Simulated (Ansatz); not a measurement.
# Na2GaCl3: the cost of one run

Program: Ansatz 0.2.0. Level of theory: DFT PBE, scalar-relativistic, plane waves, PAW, unless a step names another level. These are calculated values, not measurements.

3 further runs of the same task are left out: 2 that didn't finish, 1 set aside as unsound or not needed.

## Step 1: Starting point

It takes space group Immm (No. 71, orthorhombic). The conventional cell has a = 4.105 Å, b = 5.874 Å, c = 12.463 Å, α = 90.00°, β = 90.00°, γ = 90.00°. Na (site symmetry mm2) is surrounded by 6 Cl at 2.83 to 2.94 Å. Ga (site symmetry mmm) is surrounded by 6 Cl at 2.94 to 3.03 Å. Cl (site symmetry mmm) is surrounded by 4 Na at 2.91 Å and 2 Ga at 2.94 Å. Cl (site symmetry mm2) is surrounded by 4 Na at 2.83 to 2.94 Å and 2 Ga at 3.03 Å.

Coordinates:

```xyz
6
Lattice="-2.0524 2.9368 6.2317 2.0524 -2.9368 6.2317 2.0524 2.9368 -6.2317" Properties=species:S:1:pos:R:3 pbc="T T T"
Na    0.0000    0.0000    2.0653
Na    0.0000    0.0000   10.3981
Ga    0.0000    0.0000    6.2317
Cl    2.0524    0.0000    0.0000
Cl    2.0524    0.0000    4.0071
Cl    0.0000    2.9368    2.2246
```

It came out lowest among 23 distinct ends of the trial cells. At a tolerance of 0.02 Å it has space group Immm (No. 71).

## Step 2: A stricter relaxation, on the response runs' mesh and smearing

input.yaml reads:

```yaml
crystal:
  lattice:
    - [-2.0524160768, 2.9368191159, 6.2317263069]
    - [2.0524160768, -2.9368191159, 6.2317263069]
    - [2.0524160768, 2.9368191159, -6.2317263069]
  atoms:
    - { symbol: Na, position: [0.1657106358, 0.1657106358, 0.0] }
    - { symbol: Na, position: [0.8342893642, 0.8342893642, 0.0] }
    - { symbol: Ga, position: [0.5, 0.5, 0.0] }
    - { symbol: Cl, position: [0.0, 0.5, 0.5] }
    - { symbol: Cl, position: [0.3215087045, 0.8215087045, 0.5] }
    - { symbol: Cl, position: [0.6784912955, 0.1784912955, 0.5] }
basis:
  ecutwfc: 420
kpoints:
  mp_grid: { grid: [8, 8, 8] }
hamiltonian:
  xc: pbe
scf:
  occupations: { method: fixed }
output:
  forces: true
  stress: true
  eigenvalues: true
relax:
  adjacent_minimum: "off"
  f_tol: 0.001
  max_steps: 60
  cell: { stress_tol: 0.01 }
```

Started as:

```console
$ ansatz run input.yaml --threads 3 --pin off --max-ram 7680MiB --backend cpu --events-out ev --progress --plain --runs-dir out
```

**Question.** How long does this run take on 3 threads of Arm Neoverse V1, shared host, and how much memory does it need?

About 36 s, with a peak of 0.67 GiB.
